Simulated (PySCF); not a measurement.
# C4H9BFLi: the cost of one run

Programs: PySCF 2.14.0. All values are calculated, for the isolated system unless a continuum is named. Atoms count from 0, parts from 1.

## (1) The system as given

16 atoms, charge 0, multiplicity 1; geometry: GFN2-xTB, MD frame. Parts: 1 = atoms 0–14, `[BH3-][C@H]1C[C@H](F)C1`, charge -1; 2 = atom 15, `[Li+]`, charge 1.

## (2) Nuclear shieldings: 250 fs

What the job is given:

```
{"job": {"kind": "nmr", "xc": "PBE0", "basis": "pcSseg-1", "pop": false}, "charge": 0, "multiplicity": 1, "parts": [{"atoms": "0-14", "charge": -1, "multiplicity": 1}, {"atoms": "15-15", "charge": 1, "multiplicity": 1}]}
B      1.758758    -0.202438    -0.796335
C      0.624666    -0.685231     0.289330
C     -0.048907     0.476716     1.065473
C     -1.289183     0.263154     0.227326
F     -2.449528     0.255326     0.950728
C     -0.767516    -1.083986    -0.274164
H      2.794078     0.175463    -0.109630
H      2.070948    -1.028760    -1.586957
H      1.368903     0.849911    -1.424730
H      1.075232    -1.438627     0.912032
H      0.437244     1.437423     1.005840
H     -0.263566     0.186195     2.112379
H     -1.440615     0.988466    -0.592883
H     -1.221523    -1.854931     0.319580
H     -0.781974    -1.261905    -1.332785
Li     2.282541     1.748893    -0.503260
```

With the program's defaults for keys left out, this is: GIAO PBE0/pcSseg-1 NMR shielding, non-relativistic, gas phase.

Started as:

```
$ OMP_NUM_THREADS=1 python cluster_run.py task.json out
```

One launch serves the whole session: the jobs run in the order shown.

**Question.** How long does this first job take on 1 thread of Arm Neoverse V2, shared host, and how much memory does it need?

About 25 s, with a peak of 0.73 GiB.
